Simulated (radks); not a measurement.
# The Coulomb parameter U of the 3d shell of Co²⁺

One table from this session's results is given with a row withheld; the runs are named, their logs left out.

Method: scalar-relativistic Kohn-Sham, BLYP, spin-unpolarised, spherical densities, point nucleus. Code: radks (a radial shooting solver on a logarithmic mesh, Libxc functionals) version 1.

## What is computed

```
element       : cobalt (Z = 27)
charge        : +2
electrons     : 25
configuration : [Ar] 3d6 4s1
```

The outer shells:

Co²⁺
```
[Ar] core
3d [↑↓][↑ ][↑ ][↑ ][↑ ]
4s [↑ ]
```

The first run:

Settings of this run:

```text
Z 27
configuration [Ar] 3d6 4s1
relativity scalar-relativistic
functional b88,lyp
spin unpolarised
nucleus point
c 137.035999084
```

Steps of the session up to this table: Start: [Ar] 3d6 4s1.

One table of the session follows, with a row left open; its other results are not shown here.

Sizes of the orbitals, from the radial functions (bohr):

| level | <r> | outermost maximum (interpolated) | 90 % within | nodes |
| --- | --- | --- | --- | --- |
| 1s | 0.05619 | 0.0368 | 0.100 | 0 |
| 2s | 0.2555 | 0.213 | 0.396 | 1 |
| 2p | 0.2250 | 0.172 | 0.368 | 0 |
| 3s | ? | ? | ? | ? |
| 3p | 0.8065 | 0.675 | 1.24 | 1 |
| 3d | 0.9596 | 0.654 | 1.63 | 0 |
| 4s | 2.326 | 2.02 | 3.42 | 3 |

**Question.** Estimate the row for 3s.

The run gave: <r>: 0.7687; outermost maximum (interpolated): 0.667; 90 % within: 1.15; nodes: 2. In the column «<r>» it lies between 2s (0.2555) and 3p (0.8065).
